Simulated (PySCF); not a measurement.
# InF (SMILES [F][In]) at PBE/STO-6G

Aim: the vertical singlet–triplet gap of InF at PBE/STO-6G, from 2 runs. Input form: a Python script.

The results are computed with PySCF 2.14.0.

16 further runs of the same task are left out: 6 that didn't finish, 10 set aside as unsound or not needed.

**1. The molecule**

The species is InF (2 atoms), meant as a singlet with charge 0. As SMILES, `[F][In]`. Geometry: a GFN2-xTB relaxation, a rough one for these elements and not checked as a minimum.

Bond lengths: F1–In2 2.025 Å.

**2. A single-point energy at PBE/STO-6G**

Input file input.xyz:

```xyz
2

F      0.000000     0.000000     0.000000
In     0.000000     0.000000     2.025490
```

Input file input.py:

```python
from pyscf import gto, dft

mol = gto.M(
    atom='input.xyz',
    basis='sto-6g',
    verbose=3,
    max_memory=1860,
)

calc0 = dft.RKS(mol)
calc0.xc = 'pbe'
calc0.conv_tol = 1e-10
calc0.grids.level = 5
calc0.kernel()
if not calc0.converged:
    calc0 = calc0.newton().run(calc0.mo_coeff, calc0.mo_occ)

e_tot = calc0.e_tot
print('E(%s) = %.9f' % ('PBE', e_tot))
```

The run is started by

```sh
OMP_NUM_THREADS=1 python input.py
```

What it wrote:

```text
converged SCF energy = -5813.36625613267
E(PBE) = -5813.366256133
```

Wall time 4.5 s (1 thread of Arm Neoverse V1, shared host); peak memory 0.23 GiB.

**3. The triplet at the same level**

Input file job.py:

```python
from pyscf import gto, dft

molecule = gto.M(
    atom='''
F      0.000000     0.000000     0.000000
In     0.000000     0.000000     3.827621
''',
    basis='sto-6g',
    unit='bohr',
    verbose=3,
    spin=2,
    max_memory=1860,
    charge=0,
)

calc0 = dft.UKS(molecule)
calc0.xc = 'pbe'
calc0.grids.level = 5
calc0.conv_tol = 1e-10
calc0.kernel()
if not calc0.converged:
    calc0 = calc0.newton().run(calc0.mo_coeff, calc0.mo_occ)

e_final = calc0.e_tot
print('Final energy', e_final)
```

The run is started by

```sh
OMP_NUM_THREADS=1 python job.py
```

What it wrote:

```text
WARN: HOMO -0.386708596054933 >= LUMO -0.531732710563958

WARN: HOMO 0.138782112441399 >= LUMO 0.0588761104686751

WARN: HOMO 0.0616960132459569 >= LUMO -0.000799877990916853

WARN: HOMO 0.0347283136643842 >= LUMO -0.0535993144679589

WARN: HOMO 0.0496676371313942 >= LUMO -0.0293667604103005

WARN: HOMO 0.044098523300445 >= LUMO -0.0418958626044209

WARN: HOMO 0.0441018283853353 >= LUMO -0.0417393708057999

WARN: HOMO 0.044039968359193 >= LUMO -0.0416172119579537

WARN: HOMO 0.0440446288961664 >= LUMO -0.0416327228039705

WARN: HOMO 0.0440462198541934 >= LUMO -0.0416401720755125

WARN: HOMO 0.0440462883201296 >= LUMO -0.0416410818064248

WARN: HOMO 0.0440461650542657 >= LUMO -0.0416415295496504

WARN: HOMO 0.0440460821394704 >= LUMO -0.0416417558497209

WARN: HOMO 0.0440461364648968 >= LUMO -0.0416416478569686

converged SCF energy = -5813.26773792826  <S^2> = 2.0037584  2S+1 = 3.0025046
Final energy -5813.267737928258
```

Wall time 7.2 s (1 thread of Arm Neoverse V1, shared host); peak memory 0.23 GiB.

**4. What came out**

At PBE/STO-6G:

```
                                        quantity           value
                           singlet: total energy  -5813.36626 Eh
                          singlet: dipole moment          0.18 D
                            singlet: HOMO energy        -0.79 eV
                            singlet: LUMO energy         1.94 eV
                          singlet: HOMO–LUMO gap         2.73 eV
                           triplet: total energy  -5813.26774 Eh
                          triplet: dipole moment          1.16 D
                                   triplet: ⟨S²⟩           2.004
vertical energy of the triplet above the singlet        2.681 eV
```

At this shape the triplet lies 2.68 eV (259 kJ/mol) above the singlet. In a minimal basis such a difference can be off by several eV, whatever the method. Relativity is left out (singlet) although the molecule holds a heavy atom. Relativity is left out (triplet) although the molecule holds a heavy atom.
